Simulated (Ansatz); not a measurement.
# subCCdFO3Rbsg187n7: vibrations at Γ and dielectric response

Aim: the dielectric constants and Born charges of subCCdFO3Rbsg187n7 (database structure), and its zone-centre vibrations.

The runs shown are made with Ansatz 0.2.0. Linear response, PAW datasets, plane waves. Computed at 0 K without zero-point motion; spin polarisation is off.

### 1 Starting point

The cell was relaxed beforehand with PBEsol.

Space group P-6m2 (No. 187), hexagonal; conventional cell a = 5.077 Å, c = 4.543 Å, 14.49 Å³ an atom. Around Rb lie 6 O at 2.80 Å and 3 F at 2.93 Å; around Cd lie 2 F at 2.27 Å and 6 O at 2.54 Å; around C lie 3 O at 1.29 Å; around O lie 1 C at 1.29 Å; around F lie 2 Cd at 2.27 Å and 3 Rb at 2.93 Å.

The structure in full:

```xyz
7
Lattice="5.0770 0.0000 0.0000 -2.5385 4.3968 0.0000 0.0000 0.0000 4.5434" Properties=species:S:1:pos:R:3 pbc="T T T"
Rb    0.0000    0.0000    0.0000
Cd    2.5385    1.4656    2.2717
C     0.0000    2.9312    2.2717
O     0.0000    1.6448    2.2717
O    -1.1140    3.5744    2.2717
O     1.1140    3.5744    2.2717
F     2.5385    1.4656    0.0000
```

### 2 Phonons at Γ with PBEsol

The input, input.yaml:

```yaml
crystal:
  lattice:
    - [5.0770182571, 0.0, 0.0]
    - [-2.5385091285, 4.3968267861, 0.0]
    - [0.0, 0.0, 4.5433950711]
  atoms:
    - { symbol: Rb, position: [0.0, 0.0, 0.0] }
    - { symbol: Cd, position: [0.6666666667, 0.3333333333, 0.5] }
    - { symbol: C, position: [0.3333333333, 0.6666666667, 0.5] }
    - { symbol: O, position: [0.1870470212, 0.3740940423, 0.5] }
    - { symbol: O, position: [0.1870470212, 0.8129529788, 0.5] }
    - { symbol: O, position: [0.6259059577, 0.8129529788, 0.5] }
    - { symbol: F, position: [0.6666666667, 0.3333333333, 0.0] }
kpoints:
  mp_grid: { grid: [6, 6, 6] }
hamiltonian:
  xc: pbesol
scf:
  occupations: { method: fixed }
phonons:
  method: dfpt
  dielectric: true
  qpoints: [[0, 0, 0]]
  rigid_motions: translations
```

Started as:

```bash
> ansatz run input.yaml --threads 4 --pin off --max-ram 9216MiB --backend cpu --events-out ev --progress --plain --runs-dir out
```

### 3 Field response with r2SCAN

The input, input.yaml:

```yaml
crystal:
  lattice:
    - [5.084228344, 0.0, 0.0]
    - [-2.542114172, 4.4030709045, 0.0]
    - [0.0, 0.0, 4.5629367524]
  atoms:
    - { symbol: Rb, position: [0.0, 0.0, 0.0] }
    - { symbol: Cd, position: [0.6666666667, 0.3333333333, 0.5] }
    - { symbol: C, position: [0.3333333333, 0.6666666667, 0.5] }
    - { symbol: O, position: [0.1877270722, 0.3754541445, 0.5] }
    - { symbol: O, position: [0.1877270722, 0.8122729278, 0.5] }
    - { symbol: O, position: [0.6245458555, 0.8122729278, 0.5] }
    - { symbol: F, position: [0.6666666667, 0.3333333333, 0.0] }
kpoints:
  mp_grid: { grid: [6, 6, 6] }
hamiltonian:
  xc: r2scan
scf:
  occupations: { method: fixed }
dielectric: {}
```

### 4 Dielectric tensor and Born charges, PBE

input.yaml, as its differences from that of step 3:

```diff
@@ -16,3 +16,3 @@
 hamiltonian:
-  xc: r2scan
+  xc: pbe
 scf:
```

Q: Predict the outcome of this session. Wanted: ε∞, PBEsol at the PBEsol cell; ε∞, r2SCAN at the r2SCAN cell; ε∞, PBE at the r2SCAN cell; Born charges; optical modes; highest mode with the LO–TO term.

The runs gave:

| quantity | value |
| --- | --- |
| ε∞, PBEsol at the PBEsol cell | 3.15, 3.15, 2.59 |
| ε∞, r2SCAN at the r2SCAN cell | 2.87, 2.87, 2.40 |
| ε∞, PBE at the r2SCAN cell | 3.08, 3.08, 2.54 |
| Born charges (mean of the diagonal), PBE | Rb +1.27, Cd +2.63, C +1.98, O -1.53, F -1.28 e |
| optical modes | -263 to 1453 cm⁻¹ |
| highest mode with the LO–TO term | 1519 cm⁻¹ |

A mean ε∞ of 2.9 (PBE) means a refractive index near 1.70 below the gap. PBE screens more (2.90 for PBE, 2.71 for r2SCAN), in step with its smaller gap on the mesh (1.79 and 2.43 eV). The tensor is anisotropic: its diagonal spans 2.54 to 3.08. 1 mode at Γ is imaginary (printed negative, down to -263 cm⁻¹), so this structure is unstable against a distortion within its own cell.

The gaps are Kohn-Sham values of a semilocal functional, not quasiparticle or optical gaps. Such gaps usually fall short of the measured ones.
